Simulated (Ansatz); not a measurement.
# SrCaI2: the cost of one run

Computed with Ansatz 0.2.0 (DFT PBE, scalar-relativistic, plane waves, PAW, unless a step's input says otherwise).

### 1 The system as given

Symmetry: P4/mmm, No. 123, tetragonal system. The conventional cell has a = 3.599 Å, b = 3.599 Å, c = 6.861 Å, α = 90.00°, β = 90.00°, γ = 90.00°. Sr (site symmetry 4/mmm) has 8 I at 3.05 Å and 2 Ca at 3.43 Å as nearest neighbours. Ca (site symmetry 4/mmm) is surrounded by 8 I at 3.09 Å and 2 Sr at 3.43 Å. I (site symmetry 4mm) is surrounded by 4 Sr at 3.05 Å and 4 Ca at 3.09 Å and 1 I at 3.36 Å.

As a file:

```cif
data_structure
_symmetry_space_group_name_H-M 'P 1'
_symmetry_Int_Tables_number 1
_cell_length_a 3.5990
_cell_length_b 3.5990
_cell_length_c 6.8610
_cell_angle_alpha 90.000
_cell_angle_beta 90.000
_cell_angle_gamma 90.000
_cell_volume 88.87
loop_
_atom_site_label
_atom_site_type_symbol
_atom_site_fract_x
_atom_site_fract_y
_atom_site_fract_z
_atom_site_occupancy
Sr1 Sr 0.00000 0.00000 0.50000 1
Ca1 Ca 0.00000 0.00000 0.00000 1
I1 I 0.50000 0.50000 0.25499 1
I2 I 0.50000 0.50000 0.74501 1
```

A structure generator made this guess: Sr between sheets of the NdI2 type, stage 1 (P4/mmm, No. 123). The dimensions are guesses.

### 2 Probe: one point on a coarse mesh

input.yaml reads:

```yaml
crystal:
  lattice:
    - [3.59904176, 0.0, 0.0]
    - [0.0, 3.59904176, 0.0]
    - [0.0, 0.0, 6.86104037]
  atoms:
    - { symbol: Sr, position: [0.0, 0.0, 0.5] }
    - { symbol: Ca, position: [0.0, 0.0, 0.0] }
    - { symbol: I, position: [0.5, 0.5, 0.25498527] }
    - { symbol: I, position: [0.5, 0.5, 0.74501473] }
basis:
  ecutwfc: 420
kpoints:
  mp_grid: { grid: [6, 6, 4] }
hamiltonian:
  xc: pbe
scf:
  occupations: { method: gaussian, width: 0.1 }
  lower_state_search: "off"
output:
  forces: true
  stress: true
  eigenvalues: true
```

Run with:

```bash
> ansatz run input.yaml --threads 1 --pin off --max-ram 2048MiB --backend cpu --events-out ev --progress --plain --runs-dir out
```

**Question.** How long does this run take on 1 thread of Intel Xeon 6975P-C (Granite Rapids), shared host, and how much memory does it need?

About 2.3 s, with a peak of 0.5 GiB.
